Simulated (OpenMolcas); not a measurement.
# Zr²⁺ among point charges: CASSCF and CASPT2 levels and susceptibility, part 2 of 2

Aim: the splitting of the states of Zr²⁺ in the field of 4 point charges, its lowest levels with spin-orbit coupling and its magnetic susceptibility.

OpenMolcas 26.06; ANO-RCC-VDZP, DKH2, active space 2 electrons in 5 orbitals (4d), orbitals: per spin and parity. Surroundings: 4 point charges of -0.5 e arranged as a tetrahedron (Td), 1.78 Å from the ion. The steps go on from the part before.

**6. CASPT2: IPEA 0.25, imaginary shift 0.1 (closed shells correlated: 4s 4p)**

Input file a.inp:

```
>>> COPY JOB001 $Project.JobIph
&CASPT2
Multistate=10 1 2 3 4 5 6 7 8 9 10
NoMult
Frozen=14
IPEA=0.25
Imaginary=0.1
MaxIter=60
WThr=0.0 0.3 0.05
PrWF=0.5
NoMix
>>> COPY JOB002 $Project.JobIph
&CASPT2
Multistate=15 1 2 3 4 5 6 7 8 9 10 11 12 13 14 15
NoMult
Frozen=14
IPEA=0.25
Imaginary=0.1
MaxIter=60
WThr=0.0 0.3 0.05
PrWF=0.5
NoMix
```

What it wrote:

```text
Orbital specifications:
      -----------------------

      Symmetry species                           1
                                                 a
      Frozen orbitals                           14
      Inactive orbitals                          4
      Active orbitals                            5
      Secondary orbitals                        20
      Deleted orbitals                           0
      Number of basis functions                 43
Type of calculation                        SS-CASPT2
      Fock operator                              state-specific
      IPEA shift                                 0.25
      Real shift                                 0.00
      Imaginary shift                            0.10
      The input orbitals will be transformed to quasi-canonical
Reference energy:       -3596.3984929847
      E2 (Non-variational):      -0.1851668070
      Shift correction:          -0.0001423885
      E2 (Variational):          -0.1853091956
      Total energy:           -3596.5838021803
      Residual norm:              0.0000000521
      Reference weight:           0.95322
      Contributions to the CASPT2 correlation energy
      Active & Virtual Only:         -0.0038278849
      One Inactive Excited:          -0.0614090239
      Two Inactive Excited:          -0.1199298983
Reference energy:       -3596.3808549176
      E2 (Non-variational):      -0.1881566022
      Shift correction:          -0.0002357859
      E2 (Variational):          -0.1883923881
      Total energy:           -3596.5692473057
      Residual norm:              0.0000006871
      Reference weight:           0.95009
      Contributions to the CASPT2 correlation energy
      Active & Virtual Only:         -0.0050087667
      One Inactive Excited:          -0.0624684925
      Two Inactive Excited:          -0.1206793430
::    CASPT2 Root  1     Total energy:  -3596.58380218
::    CASPT2 Root  2     Total energy:  -3596.56924731
::    CASPT2 Root  3     Total energy:  -3596.56865313
::    CASPT2 Root  4     Total energy:  -3596.56822360
::    CASPT2 Root  5     Total energy:  -3596.55654850
::    CASPT2 Root  6     Total energy:  -3596.55628596
::    CASPT2 Root  7     Total energy:  -3596.55588091
::    CASPT2 Root  8     Total energy:  -3596.53229628
::    CASPT2 Root  9     Total energy:  -3596.53236914
::    CASPT2 Root 10     Total energy:  -3596.53223512
Orbital specifications:
      -----------------------

      Symmetry species                           1
                                                 a
      Frozen orbitals                           14
      Inactive orbitals                          4
      Active orbitals                            5
      Secondary orbitals                        20
      Deleted orbitals                           0
      Number of basis functions                 43
Type of calculation                        SS-CASPT2
      Fock operator                              state-specific
      IPEA shift                                 0.25
      Real shift                                 0.00
      Imaginary shift                            0.10
      The input orbitals will be transformed to quasi-canonical
Reference energy:       -3596.3580685032
      E2 (Non-variational):      -0.1961158381
      Shift correction:          -0.0012368229
      E2 (Variational):          -0.1973526610
      Total energy:           -3596.5554211643
      Residual norm:              0.0000005313
      Reference weight:           0.93726
      Contributions to the CASPT2 correlation energy
      Active & Virtual Only:         -0.0128651461
      One Inactive Excited:          -0.0604643114
      Two Inactive Excited:          -0.1227863806
Reference energy:       -3596.3580685032
      E2 (Non-variational):      -0.1961178611
      Shift correction:          -0.0012368227
      E2 (Variational):          -0.1973546838
      Total energy:           -3596.5554231870
      Residual norm:              0.0000005312
      Reference weight:           0.93726
      Contributions to the CASPT2 correlation energy
      Active & Virtual Only:         -0.0128651452
      One Inactive Excited:          -0.0604644282
      Two Inactive Excited:          -0.1227882877
::    CASPT2 Root  1     Total energy:  -3596.55542116
::    CASPT2 Root  2     Total energy:  -3596.55542319
::    CASPT2 Root  3     Total energy:  -3596.54029475
::    CASPT2 Root  4     Total energy:  -3596.54030289
::    CASPT2 Root  5     Total energy:  -3596.54027213
::    CASPT2 Root  6     Total energy:  -3596.52883715
::    CASPT2 Root  7     Total energy:  -3596.52411408
::    CASPT2 Root  8     Total energy:  -3596.52376493
::    CASPT2 Root  9     Total energy:  -3596.52382714
::    CASPT2 Root 10     Total energy:  -3596.51431935
::    CASPT2 Root 11     Total energy:  -3596.51432516
::    CASPT2 Root 12     Total energy:  -3596.50911585
::    CASPT2 Root 13     Total energy:  -3596.50951137
::    CASPT2 Root 14     Total energy:  -3596.51016281
::    CASPT2 Root 15     Total energy:  -3596.46501182
```

This run: 2.9 s of run time, 1 thread of Arm Neoverse V1, shared host.

SS-CASPT2: lowest energy less the reference's lowest, -0.1853 hartree; reference weights 0.913 to 0.953.

States without spin-orbit coupling:

```
state  degeneracy  E (cm-1)  free-ion L (%)
  3A2           1         0         F (100)
  3T2           3      3313         F (100)
  3T1           3      6050          F (96)
   1E           2      6229          D (79)
  1T2           3      9550          D (85)
  3T1           3     11303          P (96)
  1A1           1     12063          G (96)
  1T1           3     13147         G (100)
   1E           2     15249          G (79)
  1T2           3     16286          G (85)
  1A1           1     26071          S (96)
```

With spin-orbit coupling:

```
E (cm-1)  Degeneracy  Label  2S+1
       0           3     T2     3
    3250           1     A2     3
    3260           2      E     3
    3350           3     T2     3
    3460           3     T1     3
    5870           2      E     3
    5930           3     T2     3
    6440           3     T1     3
    6540           2      E     1
    6640           1     A1     3
    9560           3     T2     1
   11010           1     A1     3
   11230           3     T1     3
   11610           2      E     3
   11710           3     T2     3
   12200           1     A1     1
   13270           3     T1     1
   15380           2      E     1
   16410           3     T2     1
   26230           1     A1     1
```

Powder χT (cm³ K/mol): 0.58 at 2 K, 0.59 at 5 K, 0.59 at 10 K, 0.59 at 20 K, 0.61 at 50 K, 0.64 at 100 K, 0.67 at 150 K, 0.70 at 200 K, 0.73 at 250 K, 0.76 at 300 K.

**7. The methods side by side**

A. CASSCF
B. SS-CASPT2, IPEA 0.25, imaginary shift 0.1 (closed shells correlated: 4s 4p)

```
method  ground state  first state of that spin (cm-1)  first gap with spin-orbit (cm-1)  χT at 300 K
     A           3A2                         3T2 3871                            3795.4         0.79
     B           3A2                         3T2 3313                            3253.9         0.76
```

**8. What came out**

The summary covers parts 1 to 2.

| quantity | value |
| --- | --- |
| method | SS-CASPT2, IPEA 0.25, imaginary shift 0.1 (closed shells correlated: 4s 4p) |
| spin-free ground state | 3A2, 1-fold in its orbital part |
| first state of the same spin within the active space | 3T2 at 3310 cm⁻¹ |
| lowest level | 3-fold T2 |
| next level | 3253.9 cm⁻¹ |
| χT at 300 K | 0.76 cm³ K/mol |
| effective moment at 300 K | 2.46 μB |

Cost by method:

```
                                              method  time of its own steps  time with the reference
                                           A. CASSCF                  5.9 s                    5.9 s
B. SS-CASPT2, IPEA 0.25, imaginary shift 0.1, +4s 4p                  2.9 s                    8.8 s
```

Times are of one thread on a shared host.

What this shows: The spin-free ground state (3A2) comes to 100 % from free-ion F terms and keeps the highest spin of the shell. χT at 300 K is 0.76, against 1.00 cm³ K/mol for the spin alone, so spin-orbit coupling lowers it. CASPT2 does not keep the components of a term degenerate, and the means are used. The field of point charges can differ much from that of real complexes. Point charges carry no covalency, so the field is a model and not that of real ligands.
